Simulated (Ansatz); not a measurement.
# C2H9AlBN: a ladder of functionals and wavefunction methods

An exercise on one series of results from a longer session: the logs are not shown, and one member is left open.

Method: functionals in def2-TZVPP, the program's frozen cores in correlated methods; program: Ansatz 0.2.0, Gaussian basis.

Plan: PBE-D4, r2SCAN-D4, PBE0-D4, B3LYP-D4, ωB97X-V, ωB97M-V, B2PLYP; CCSD(T)/def2-TZVPP; MP2/def2-QZVPP; extrapolation to the limit.

### The relaxed structure

All runs share one geometry, relaxed beforehand with PBE0-D4 in a triple-zeta def2 set.

SMILES `CB[NH][AlH][CH3]`, 14 atoms, charge 0, spin multiplicity 1.

Atoms are counted from 1 here; the program's logs count them from 0.

Bond lengths: C1–B2 1.569 Å, C1–H6 1.092 Å, C1–H7 1.096 Å, C1–H8 1.096 Å, B2–N3 1.413 Å, B2–H9 1.207 Å, N3–Al4 1.805 Å, N3–H10 1.012 Å, Al4–C5 1.948 Å, Al4–H11 1.582 Å, C5–H12 1.093 Å, C5–H13 1.095 Å, C5–H14 1.095 Å. Angles: B2–C1–H6 115.5°, B2–C1–H7 109.7°, B2–C1–H8 109.7°, H6–C1–H7 108.2°, H6–C1–H8 108.2°, H7–C1–H8 105.1°, C1–B2–N3 123.7°, C1–B2–H9 118.6°, N3–B2–H9 117.7°, B2–N3–Al4 131.4°, B2–N3–H10 113.3°, Al4–N3–H10 115.3°, N3–Al4–C5 118.0°, N3–Al4–H11 119.5°, C5–Al4–H11 122.5°, Al4–C5–H12 113.4°, Al4–C5–H13 110.8°, Al4–C5–H14 110.8° and more.

As a file:

```xyz
14

C    -2.4747    0.1340   -0.3780
B    -1.3052   -0.6742   -1.0419
N     0.0444   -0.5750   -0.6357
Al    0.8335    0.4105    0.6541
C     2.7610    0.2469    0.8795
H    -2.1833    0.7972    0.4394
H    -2.9874    0.7342   -1.1386
H    -3.2356   -0.5591   -0.0008
H    -1.5643   -1.4243   -1.9513
H     0.6685   -1.1654   -1.1714
H    -0.0498    1.3672    1.5526
H     3.2197   -0.4629    0.1867
H     3.2521    1.2154    0.7369
H     3.0082   -0.0736    1.8971
```

The first run:

in.yaml reads:

```yaml
crystal:
  periodic: [false, false, false]
  atoms:
    - {symbol: C, position_ang: [-2.474655, 0.133956, -0.378023]}
    - {symbol: B, position_ang: [-1.305194, -0.674248, -1.041854]}
    - {symbol: N, position_ang: [0.044402, -0.574955, -0.635689]}
    - {symbol: Al, position_ang: [0.833503, 0.410542, 0.654103]}
    - {symbol: C, position_ang: [2.761025, 0.246935, 0.879545]}
    - {symbol: H, position_ang: [-2.183305, 0.797203, 0.439403]}
    - {symbol: H, position_ang: [-2.987388, 0.734174, -1.138624]}
    - {symbol: H, position_ang: [-3.235553, -0.559144, -0.000836]}
    - {symbol: H, position_ang: [-1.564320, -1.424340, -1.951293]}
    - {symbol: H, position_ang: [0.668458, -1.165376, -1.171432]}
    - {symbol: H, position_ang: [-0.049767, 1.367203, 1.552600]}
    - {symbol: H, position_ang: [3.219702, -0.462924, 0.186736]}
    - {symbol: H, position_ang: [3.252097, 1.215448, 0.736936]}
    - {symbol: H, position_ang: [3.008194, -0.073574, 1.897127]}
basis:
  gaussian: {orbitals: def2-TZVPP}
hamiltonian: {xc: pbe, dispersion: d4}
output: {forces: true, orbitals: {seedname: orbitals}}
```

On the command line:

```console
> ansatz run in.yaml --threads 4 --pin off --events-out ev --progress --plain --max-ram 10444MiB
```

Among the steps run: PBE-D4 (GGA); r2SCAN-D4 (meta-GGA); PBE0-D4 (hybrid); B3LYP-D4 (hybrid); ωB97X-V (range-separated); ωB97M-V (range-separated); B2PLYP (double hybrid); CCSD(T) in def2-TZVPP; MP2 in def2-QZVPP.

One of the session's tables, all rows but one given; the rest of the session is left out.

```
            method  atomisation energy (kJ/mol)
            PBE-D4                       5214.7
         r2SCAN-D4                       5171.8
           PBE0-D4                            ?
          B3LYP-D4                       5177.2
           ωB97X-V                       5172.0
           ωB97M-V                       5181.7
            B2PLYP                       5118.5
     HF/def2-TZVPP                       3913.1
    MP2/def2-TZVPP                       5078.4
   CCSD/def2-TZVPP                       4976.0
CCSD(T)/def2-TZVPP                       5032.9
           MP2/CBS                       5195.7
       CCSD(T)/CBS                       5150.2
```

**Question.** Estimate the row for PBE0-D4.

The run gave: atomisation energy (kJ/mol): 5162.1. In the column «atomisation energy (kJ/mol)» it lies between CCSD(T)/CBS (5150.2) and r2SCAN-D4 (5171.8).
